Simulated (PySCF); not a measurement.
**The bond of SrMg, level by level**

The task here is to estimate one member of a computed series from the others.

The runs use PySCF 2.14.0; Sr def2-SVPD with ECP28, Mg def2-SVPD, scalar-relativistic core potentials.

Set-up of the first run:

The job is set up so:

```
atoms                         : Sr, Mg
charge                        : 0
basis                         : Sr def2-SVPD with ECP28, Mg def2-SVPD
Hamiltonian                   : scalar-relativistic core potentials
basis functions               : 47
electrons treated             : 22
masses in u                   : 87.9056, 23.9850
levels                        : PBE0, PBE, r²SCAN, BLYP, revPBE, M06, HSE06, HF, MP2, SCS-MP2, CCSD, CCSD(T)
grid                          : 80 radial by 434 angular points
occupations                   : held fixed by the projection of orbital angular momentum
dissociation limit            : Sr + Mg, each in its ground configuration
starting distance in angstrom : 3.065
values of 2S to try           : 0, 2
```

Started as:

```console
$ OMP_NUM_THREADS=1 python dia.py task.json out
```

Among the steps run: Set-up; The PBE0 curve of the state that the search chose; Excited determinants; PBE (GGA); r²SCAN (meta-GGA); BLYP; revPBE (GGA); M06 (hybrid meta-GGA); HSE06 (range-separated hybrid); RHF; Correlated methods on the Hartree–Fock reference.

One table of the session follows, with a row left open; its other results are not shown here.

It belongs to the step «The curves together». Energy (eV) from each level's lowest point:

```
R (Å)    RHF  RHF-MP2  RHF-SCS-MP2  RHF-CCSD  RHF-CCSD(T)
3.542  0.333    0.136        0.158       n/a          n/a
3.707  0.229    0.071        0.089     0.082        0.061
3.872  0.158    0.033        0.047     0.042        0.026
3.995  0.119    0.016        0.027     0.024        0.012
4.119  0.089    0.007        0.015     0.013        0.004
4.243  0.067    0.002        0.007     0.006        0.000
4.407  0.045    0.000        0.002     0.002        0.000
4.613      ?        ?            ?         ?            ?
4.860  0.011    0.007        0.001     0.001        0.008
5.190  0.000    0.015        0.004       n/a          n/a
```

Estimate the missing values for R (Å) = 4.613.

Worked estimate for «RHF». A straight line through the neighbours (4.407, 0.045) and (4.860, 0.011) gives 0.045 + (0.011 − 0.045) × (4.613 − 4.407) / (4.860 − 4.407) = 0.030; a parabola fitted to 4 rows on both sides gives 0.027.

The run gave: RHF: 0.026; RHF-MP2: 0.002; RHF-SCS-MP2: 0.000; RHF-CCSD: 0.000; RHF-CCSD(T): 0.003. In «RHF» the line misses by +0.004 and the parabola by +0.001.

To keep in mind: The bond is weak, and basis-set superposition, which was not computed, may be a sizeable part of it.
